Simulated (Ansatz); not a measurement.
# Mg3Te: energies, forces and stress near the listed structure

How do energy, forces, pressure and gap of Mg3Te change under moves of single atoms, further strains and shifts, distortions that keep the symmetry, other functionals? Each case is one self-consistent run.

Method: DFT PBE, scalar-relativistic, plane waves, PAW, in Ansatz 0.2.0.

### Step 1. The starting structure

The structure is tetragonal, space group I4/mmm (No. 139). Conventional cell: a = 4.279 Å, b = 4.279 Å, c = 10.565 Å, α = 90.00°, β = 90.00°, γ = 90.00°. Mg (site symmetry 4/mmm) has 4 Te at 3.03 Å and 8 Mg at 3.40 Å as nearest neighbours. Around Mg (site symmetry -4m2) lie 8 Mg at 3.03 to 3.40 Å and 4 Te at 3.40 Å. Around Te (site symmetry 4/mmm) lie 12 Mg at 3.03 to 3.40 Å.

As a file:

```
Mg Te
1.0
    -2.13936    2.13936    5.28249
     2.13936   -2.13936    5.28249
     2.13936    2.13936   -5.28249
Mg Te
3 1
Direct
  0.50000 0.50000 0.00000
  0.75000 0.25000 0.50000
  0.25000 0.75000 0.50000
  0.00000 0.00000 0.00000
```

The structure comes from the Materials Project (structure only).

### Step 2. The listed cell as it stands

File input.yaml:

```yaml
crystal:
  lattice:
    - [-2.13936, 2.13936, 5.282488]
    - [2.13936, -2.13936, 5.282488]
    - [2.13936, 2.13936, -5.282488]
  atoms:
    - { symbol: Mg, position: [0.5, 0.5, 0.0] }
    - { symbol: Mg, position: [0.75, 0.25, 0.5] }
    - { symbol: Mg, position: [0.25, 0.75, 0.5] }
    - { symbol: Te, position: [0.0, 0.0, 0.0] }
basis:
  ecutwfc: 420
kpoints:
  mp_grid: { grid: [14, 14, 14] }
hamiltonian:
  xc: pbe
scf:
  occupations: { method: gaussian, width: 0.1 }
output:
  forces: true
  stress: true
  eigenvalues: true
  populations: true
```

### Step 3. A single atom displaced

Changes to input.yaml since step 2:

```diff
@@ -6,3 +6,3 @@
   atoms:
-    - { symbol: Mg, position: [0.5, 0.5, 0.0] }
+    - { symbol: Mg, position: [0.5070650404, 0.5481824773, 0.0611140715] }
     - { symbol: Mg, position: [0.75, 0.25, 0.5] }
@@ -13,3 +13,3 @@
 kpoints:
-  mp_grid: { grid: [14, 14, 14] }
+  mp_grid: { grid: [12, 12, 12] }
 hamiltonian:
@@ -22,2 +22 @@
   eigenvalues: true
-  populations: true
```

### Step 4. A distortion that keeps the symmetry

File input.yaml:

```yaml
crystal:
  lattice:
    - [-2.175943056, 2.175943056, 4.8973946248]
    - [2.175943056, -2.175943056, 4.8973946248]
    - [2.175943056, 2.175943056, -4.8973946248]
  atoms:
    - { symbol: Mg, position: [0.5, 0.5, 0.0] }
    - { symbol: Mg, position: [0.75, 0.25, 0.5] }
    - { symbol: Mg, position: [0.25, 0.75, 0.5] }
    - { symbol: Te, position: [0.0, 0.0, 0.0] }
basis:
  ecutwfc: 420
kpoints:
  mp_grid: { grid: [14, 14, 14] }
hamiltonian:
  xc: pbe
scf:
  occupations: { method: gaussian, width: 0.1 }
output:
  forces: true
  stress: true
  eigenvalues: true
```

### Step 5. A change within the space group

Changes to input.yaml since step 4:

```diff
@@ -2,5 +2,5 @@
   lattice:
-    - [-2.175943056, 2.175943056, 4.8973946248]
-    - [2.175943056, -2.175943056, 4.8973946248]
-    - [2.175943056, 2.175943056, -4.8973946248]
+    - [-2.1632352576, 2.1632352576, 5.4206778861]
+    - [2.1632352576, -2.1632352576, 5.4206778861]
+    - [2.1632352576, 2.1632352576, -5.4206778861]
   atoms:
```

### Step 6. Functional and cell changed: PBEsol

Changes to input.yaml since step 5:

```diff
@@ -2,5 +2,5 @@
   lattice:
-    - [-2.1632352576, 2.1632352576, 5.4206778861]
-    - [2.1632352576, -2.1632352576, 5.4206778861]
-    - [2.1632352576, 2.1632352576, -5.4206778861]
+    - [-2.0453993088, 2.0453993088, 5.129718447]
+    - [2.0453993088, -2.0453993088, 5.129718447]
+    - [2.0453993088, 2.0453993088, -5.129718447]
   atoms:
@@ -15,3 +15,3 @@
 hamiltonian:
-  xc: pbe
+  xc: pbesol
 scf:
```

### Step 7. A distortion that keeps the symmetry

Changes to input.yaml since step 6:

```diff
@@ -2,5 +2,5 @@
   lattice:
-    - [-2.0453993088, 2.0453993088, 5.129718447]
-    - [2.0453993088, -2.0453993088, 5.129718447]
-    - [2.0453993088, 2.0453993088, -5.129718447]
+    - [-2.108767152, 2.108767152, 5.3654230616]
+    - [2.108767152, -2.108767152, 5.3654230616]
+    - [2.108767152, 2.108767152, -5.3654230616]
   atoms:
@@ -15,3 +15,3 @@
 hamiltonian:
-  xc: pbesol
+  xc: pbe
 scf:
```

### Step 8. A distortion that keeps the symmetry

Changes to input.yaml since step 7:

```diff
@@ -2,5 +2,5 @@
   lattice:
-    - [-2.108767152, 2.108767152, 5.3654230616]
-    - [2.108767152, -2.108767152, 5.3654230616]
-    - [2.108767152, 2.108767152, -5.3654230616]
+    - [-2.0805062064, 2.0805062064, 5.2164040751]
+    - [2.0805062064, -2.0805062064, 5.2164040751]
+    - [2.0805062064, 2.0805062064, -5.2164040751]
   atoms:
@@ -22 +22,2 @@
   eigenvalues: true
+  populations: true
```

What does the calculation give? Wanted: for each run, case; energy; pressure; largest force.

The runs gave:

```
step                                  case  energy (meV/atom)  pressure (GPa)  largest force (eV/Å)  gap on the mesh (eV)
                               listed cell                  0             0.1                  0.00                  0.00
   3               a single atom displaced            timeout                                                            
   4  a distortion that keeps the symmetry               +9.4             1.5                  0.00                  0.00
   5       a change within the space group               +4.9            -1.4                  0.00                  0.00
   6   functional and cell changed: PBEsol                n/a             4.5                  0.00                  0.00
   7  a distortion that keeps the symmetry               +1.4             0.9                  0.00                  0.00
   8  a distortion that keeps the symmetry              +16.3             3.2                  0.00                  0.00
```

Energies are counted from the listed cell, with the smearing taken to zero. Other atoms or functionals have another zero of energy (n/a). A gap of 0.00 means none on the mesh at this level.

**Reading.** The listed cell carries 0.1 GPa and forces up to 0.00 eV/Å at this level, so it is close to this functional's equilibrium. The lowest comparable point ties with the listed cell within 3 meV/atom. The costliest is step 8, at 16 meV/atom. The pressure is 3.2 GPa in the smallest cell and -1.4 GPa in the largest; between them shape and moved atoms count too. The distorted cells of the listed formula and level show no gap on the mesh. Spin-orbit coupling is left out for Te.
